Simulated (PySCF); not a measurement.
# TbOCl: other functionals and bases at one geometry

Aim: see how levels, charges and forces of TbOCl depend on the level of theory. It is a constructed species; whether it can be made isn't addressed.

Method: several levels, as the steps say, no spin–orbit coupling; program: PySCF 2.14.0.

1 further run of the same task is left out (for a known fault of the program).

## 1. Where the work starts

3 atoms, charge 0, spin multiplicity 1.

Bond lengths: Tb1–O2 1.821 Å, Tb1–Cl3 2.530 Å. Angles: O2–Tb1–Cl3 115.4°.

Geometry (Å):

```
atom     x (Å)    y (Å)     z (Å)
 Tb1   0.25235  0.00000  -0.39810
  O2   1.75990  0.00000   0.62253
 Cl3  -1.92786  0.00000   0.88501
```

Formal oxidation states: Tb +3. Each metal's 8 4f electrons lie in its core potential, so multiplicities, spins and levels count the valence alone. An earlier session relaxed this geometry at PBE0, Tb lcecp-1-SVP with ECP54, O def2-SVP, Cl def2-SVP (singlet, point group Cs).

At PBE0 on the finer grid: E = -571.574211 Eh, HOMO -7.03 eV, LUMO -2.52 eV, Mulliken charge on Tb1 +0.82 e, largest force component 0.013 eV/Å. 

Levels to run: BP86; TPSSh; PBE0, TZVP. Hardware: 2 threads of Arm Neoverse V1, shared host.

## 2. BP86

run.py (the lines that set the calculation)

```python
mol = gto.M(atom='''
Tb     0.25235     0.00000    -0.39810
O      1.75990     0.00000     0.62253
Cl    -1.92786     0.00000     0.88501''',
    basis={'Tb': 'lcecp-1-SVP', 'O': 'def2-SVP', 'Cl': 'def2-SVP'},
    ecp={'Tb': 'lcecp-1-SVP'},
    charge=0, spin=0)
mf = dft.RKS(mol, xc='B88,P86')
mf.grids.atom_grid = (75, 302)  # f atoms: unpruned, at least (60, 302)
mf = mf.density_fit()  # fitting sets: Tb AutoAux, O def2-universal-JKFIT, Cl def2-universal-JKFIT
mf.conv_tol = 1e-08; mf.max_cycle = 55
mf.kernel(dm0)  # dm0: the density of the relaxed state
```

On the command line:

```
$ OMP_NUM_THREADS=2 python run.py
```

## 3. TPSSh

run.py (the lines that set the calculation), as its differences from that of step 2:

```diff
@@ -7,3 +7,3 @@
     charge=0, spin=0)
-mf = dft.RKS(mol, xc='B88,P86')
+mf = dft.RKS(mol, xc='TPSSH')
 mf.grids.atom_grid = (75, 302)  # f atoms: unpruned, at least (60, 302)
```

## 4. PBE0, TZVP

Basis: Tb lcecp-1-TZVP with ECP54, O def2-TZVP, Cl def2-TZVP. 

run.py (the lines that set the calculation)

```python
mol = gto.M(atom='''
Tb     0.25235     0.00000    -0.39810
O      1.75990     0.00000     0.62253
Cl    -1.92786     0.00000     0.88501''',
    basis={'Tb': 'lcecp-1-TZVP', 'O': 'def2-TZVP', 'Cl': 'def2-TZVP'},
    ecp={'Tb': 'lcecp-1-TZVP'},
    charge=0, spin=0)
mf = dft.RKS(mol, xc='PBE0')
mf.grids.atom_grid = (75, 302)  # f atoms: unpruned, at least (60, 302)
mf = mf.density_fit()  # fitting sets: Tb AutoAux, O def2-universal-JKFIT, Cl def2-universal-JKFIT
mf.conv_tol = 1e-08; mf.max_cycle = 55
mf.kernel(dm0)  # dm0: free metal ions and neutral atoms
```

Before running it: what results should come out? Wanted: for each run, HOMO; gap; charge on Tb1; dipole; largest force.

The runs gave:

| level | state | HOMO (eV) | gap (eV) | charge on Tb1 (e) | dipole (D) | largest force (eV/Å) | basis functions | time |
| --- | --- | --- | --- | --- | --- | --- | --- | --- |
| PBE0 (relaxed here) | singlet | -7.03 | 4.51 | 0.82 | 7.51 | 0.01 | 65 | 3.7 s |
| BP86 | singlet | -5.73 | 2.71 | 0.68 | 6.96 | 0.73 | 65 | 2.2 s |
| TPSSh | singlet | -6.20 | 3.49 | 0.82 | 7.40 | 0.56 | 65 | 2.2 s |
| PBE0, TZVP | singlet | -7.02 | 4.52 | 1.23 | 7.73 | 0.16 | 115 | 5.9 s |

Times are on 2 threads of Arm Neoverse V1, shared host; the first row also made further properties.

In one basis the HOMO–LUMO gap runs from 2.71 eV (BP86) to 4.51 eV (PBE0). The largest leftover force, 0.73 eV/Å with BP86, stands at a geometry relaxed at another level. The Mulliken charge on Tb spans +0.68 to +1.23 e over the levels. With 4f in the core, its levels are missing from HOMO and gap. Total energies of different levels can't be compared. Spin–orbit coupling is left out throughout.
